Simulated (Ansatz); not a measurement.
# Si16Ge: the cost of one run

Program: Ansatz 0.2.0. Level of theory: DFT PBE, plane waves, PAW, scalar-relativistic, no spin polarisation. These are calculated values, not measurements.

**1. The system as given**

The cell holds 17 atoms (GeSi16): a = 7.679 Å, b = 7.679 Å, c = 7.679 Å, α = 60.00°, β = 60.00°, γ = 60.00°.

Its coordinates follow in the input file.

**2. Relaxing end A**

input.yaml

```yaml
crystal:
  lattice:
    - [0.0, 5.43, 5.43]
    - [5.43, 0.0, 5.43]
    - [5.43, 5.43, 0.0]
  atoms:
    - { symbol: Si, position: [0.0, 0.0, 0.0] }
    - { symbol: Si, position: [0.125, 0.125, 0.125] }
    - { symbol: Si, position: [0.0, 0.0, 0.5] }
    - { symbol: Si, position: [0.125, 0.125, 0.625] }
    - { symbol: Si, position: [0.0, 0.5, 0.0] }
    - { symbol: Si, position: [0.125, 0.625, 0.125] }
    - { symbol: Si, position: [0.0, 0.5, 0.5] }
    - { symbol: Si, position: [0.125, 0.625, 0.625] }
    - { symbol: Si, position: [0.5, 0.0, 0.0] }
    - { symbol: Si, position: [0.625, 0.125, 0.125] }
    - { symbol: Si, position: [0.5, 0.0, 0.5] }
    - { symbol: Si, position: [0.625, 0.125, 0.625] }
    - { symbol: Si, position: [0.5, 0.5, 0.0] }
    - { symbol: Si, position: [0.625, 0.625, 0.125] }
    - { symbol: Si, position: [0.5, 0.5, 0.5] }
    - { symbol: Si, position: [0.625, 0.625, 0.625] }
    - { symbol: Ge, position: [0.2506834, 0.744374, 0.7456905] }
basis:
  ecutwfc: 420.0
kpoints:
  mp_grid: { grid: [2, 2, 2] }
hamiltonian:
  xc: pbe
  pseudopotentials: { kind: paw, azcp: { folder: soft_1 } }
scf:
  occupations: { method: gaussian, width: 0.02 }
  lower_state_search: "off"
relax:
  f_tol: 0.03
  max_steps: 60
  adjacent_minimum: "off"
```

On the command line:

```bash
ansatz run input.yaml --threads 1 --pin off --max-ram 3072MiB --backend cpu --events-out ev --progress --plain --runs-dir out
```

What time and memory should one allow on 1 thread of Arm Neoverse V2, shared host?

About 76 s, with a peak of 0.54 GiB.
